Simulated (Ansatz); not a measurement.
# BiN (WC type): how the settings move a single-point run

How sensitive is a single-point run of BiN (WC type) to its settings? A reference run comes first, then five runs with altered input.

Computed with Ansatz 0.2.0 (reference: DFT PBE, scalar-relativistic, plane waves, PAW, unless a step's input says otherwise).

1 further run of the same task is left out (it didn't finish). Runs told in other sessions of the task aren't counted.

### Step 1. The starting structure

Symmetry: P-6m2, No. 187, hexagonal system. Conventional cell: a = 3.489 Å, b = 3.489 Å, c = 3.265 Å, α = 90.00°, β = 90.00°, γ = 120.00°. Bi (site symmetry -6m2) has 6 N at 2.59 Å in its first shell of neighbours. N (site symmetry -6m2) is surrounded by 6 Bi at 2.59 Å.

As a file:

```xyz
2
Lattice="3.4894 0.0000 0.0000 -1.7447 3.0219 0.0000 0.0000 0.0000 3.2652" Properties=species:S:1:pos:R:3 pbc="T T T"
Bi    0.0000    0.0000    0.0000
N     1.7447    1.0073    1.6326
```

### Step 2. The reference run

Input file input.yaml:

```yaml
crystal:
  lattice:
    - [3.4893699739, 0.0, 0.0]
    - [-1.744684987, 3.0218830406, 0.0]
    - [0.0, 0.0, 3.2651770091]
  atoms:
    - { symbol: Bi, position: [0.0, 0.0, 0.0] }
    - { symbol: "N", position: [0.6666666667, 0.3333333333, 0.5] }
basis:
  ecutwfc: 420
  ecutrho_ratio: 4
kpoints:
  mp_grid: { grid: [12, 12, 10] }
  band_path:
    path:
      - [[0.0, 0.0, 0.0], [0.5, 0.0, 0.0], [0.33333333, 0.33333333, 0.0], [0.0, 0.0, 0.0], [0.0, 0.0, 0.5], [0.5, 0.0, 0.5], [0.33333333, 0.33333333, 0.5], [0.0, 0.0, 0.5]]
      - [[0.5, 0.0, 0.5], [0.5, 0.0, 0.0]]
      - [[0.33333333, 0.33333333, 0.5], [0.33333333, 0.33333333, 0.0]]
    npoints: 14
hamiltonian:
  xc: pbe
scf:
  occupations: { method: gaussian, width: 0.05 }
  n_extra_bands: 11
output:
  forces: true
  stress: true
  eigenvalues: true
  populations: true
  dos: { projected: true, de: 0.02, nscf_kmesh: { grid: [18, 18, 15] } }
  bader: true
  write_density: true
  write_potential: true
  elf: true
  volumetric_format: npy
```

On the command line:

```
$ ansatz run input.yaml --threads 2 --pin off --max-ram 2662MiB --backend cpu --events-out ev --progress --plain --runs-dir out
```

### Step 3. Variant: ecutwfc 800 eV, occupations.method tetrahedron_uncorrected, preconditioner resta, width left out

Input file input.yaml:

```yaml
crystal:
  lattice:
    - [3.4893699739, 2.886765065519e-11, 0.0]
    - [-1.744684986975, 3.021883040586, 0.0]
    - [0.0, 0.0, 3.2651770091]
  atoms:
    - { symbol: Bi, position: [-3.700743415525e-17, 0.0, 0.0] }
    - { symbol: "N", position: [0.6666666666667, 0.3333333333333, 0.5] }
basis:
  ecutwfc: "800 eV"
  ecutrho_ratio: 4
kpoints:
  mp_grid: { grid: [12, 12, 10] }
hamiltonian:
  xc: pbe
scf:
  occupations: { method: tetrahedron_uncorrected }
  mixing: { preconditioner: resta }
output:
  forces: true
  stress: true
```

### Step 4. Variant: mp_grid.grid [18, 18, 15]

Input file input.yaml:

```yaml
crystal:
  lattice:
    - [3.4893699739, 2.886765065519e-11, 0.0]
    - [-1.744684986975, 3.021883040586, 0.0]
    - [0.0, 0.0, 3.2651770091]
  atoms:
    - { symbol: Bi, position: [-3.700743415525e-17, 0.0, 0.0] }
    - { symbol: "N", position: [0.6666666666667, 0.3333333333333, 0.5] }
basis:
  ecutwfc: 420
  ecutrho_ratio: 4
kpoints:
  mp_grid: { grid: [18, 18, 15] }
hamiltonian:
  xc: pbe
scf:
  occupations: { method: gaussian, width: 0.05 }
output:
  forces: true
  stress: true
```

### Step 5. Changing settings: xc pbesol, chi_scale 0.3

Input file input.yaml:

```yaml
crystal:
  lattice:
    - [3.4893699739, 2.886765065519e-11, 0.0]
    - [-1.744684986975, 3.021883040586, 0.0]
    - [0.0, 0.0, 3.2651770091]
  atoms:
    - { symbol: Bi, position: [-3.700743415525e-17, 0.0, 0.0] }
    - { symbol: "N", position: [0.6666666666667, 0.3333333333333, 0.5] }
basis:
  ecutwfc: 420
  ecutrho_ratio: 4
kpoints:
  mp_grid: { grid: [12, 12, 10] }
hamiltonian:
  xc: pbesol
scf:
  occupations: { method: gaussian, width: 0.05 }
  initial_density: { chi_scale: 0.3 }
output:
  forces: true
  stress: true
  write_density: true
  write_potential: true
  elf: true
  volumetric_format: npy
```

### Step 6. Changed: mp_grid.grid [4, 4, 3]

Input file input.yaml:

```yaml
crystal:
  lattice:
    - [3.4893699739, 2.886765065519e-11, 0.0]
    - [-1.744684986975, 3.021883040586, 0.0]
    - [0.0, 0.0, 3.2651770091]
  atoms:
    - { symbol: Bi, position: [-3.700743415525e-17, 0.0, 0.0] }
    - { symbol: "N", position: [0.6666666666667, 0.3333333333333, 0.5] }
basis:
  ecutwfc: 420
  ecutrho_ratio: 4
kpoints:
  mp_grid: { grid: [4, 4, 3] }
hamiltonian:
  xc: pbe
scf:
  occupations: { method: gaussian, width: 0.05 }
output:
  forces: true
  stress: true
  write_density: true
  write_potential: true
  elf: true
  volumetric_format: npy
```

### Step 7. Changed: xc_grid 4

Input file input.yaml:

```yaml
crystal:
  lattice:
    - [3.4893699739, 2.886765065519e-11, 0.0]
    - [-1.744684986975, 3.021883040586, 0.0]
    - [0.0, 0.0, 3.2651770091]
  atoms:
    - { symbol: Bi, position: [-3.700743415525e-17, 0.0, 0.0] }
    - { symbol: "N", position: [0.6666666666667, 0.3333333333333, 0.5] }
basis:
  ecutwfc: 420
  ecutrho_ratio: 4
  xc_grid: 4
kpoints:
  mp_grid: { grid: [12, 12, 10] }
hamiltonian:
  xc: pbe
scf:
  occupations: { method: gaussian, width: 0.05 }
output:
  forces: true
  stress: true
  write_density: true
  write_potential: true
  elf: true
  volumetric_format: npy
```

What does the calculation give? Wanted: for each run, ending; energy change; pressure; gap; force.

As calculated:

```
                                                                                                run     ending        energy change  pressure (GPa)  gap (eV)  force (eV/Å)  cycles    time
                                                                                          reference  converged                    0             0.0      0.00          0.00       6    20 s
1: ecutwfc 800 eV, occupations.method tetrahedron_uncorrected, preconditioner resta, width left out  converged  +8.8 meV/atom (σ→0)             0.3      0.00          0.00       6   7.3 s
                                                                       2: mp_grid.grid [18, 18, 15]  converged        +1.8 meV/atom             0.1      0.00          0.00       7   6.9 s
                                                                        3: xc pbesol, chi_scale 0.3  converged       not comparable            -4.6      0.00          0.00       7   4.9 s
                                                                          4: mp_grid.grid [4, 4, 3]  converged       -58.3 meV/atom             0.7      1.12          0.00       6  0.58 s
                                                                                       5: xc_grid 4  converged         0.0 meV/atom             0.0      0.00          0.00       6   4.1 s
```

Times don't compare one to one where runs were asked for different outputs or read a saved state (see the inputs); cycles may leave out searches for a lower state.

Residual by cycle in the longest SCF loop of each run; runs are numbered as in the table. The quantity is the density residual dr2, in eV.

```
cycle  reference    run 1    run 2   run 3    run 4   run 5
    1     0.0106   0.0053   0.0107    11.3    0.028  0.0107
    2     0.0026  0.00766  0.00635    1.78  0.00581  0.0023
    3     1.1e-4   2.8e-4   7.5e-4  0.0146   1.3e-4  7.8e-5
    4     4.2e-6   9.6e-6   3.3e-5  5.6e-4   4.6e-6  2.3e-6
    5     1.9e-7   8.8e-7   2.0e-6  1.6e-5   1.3e-7  8.9e-8
    6     8.4e-9   6.3e-8   2.5e-7  6.6e-7   2.0e-9  2.0e-9
    7          -        -   4.7e-9  8.9e-9        -       -
```

Semilocal functionals close small gaps, and spin-orbit coupling, left out here, moves these band edges, so the missing gap need not be the real solid's.
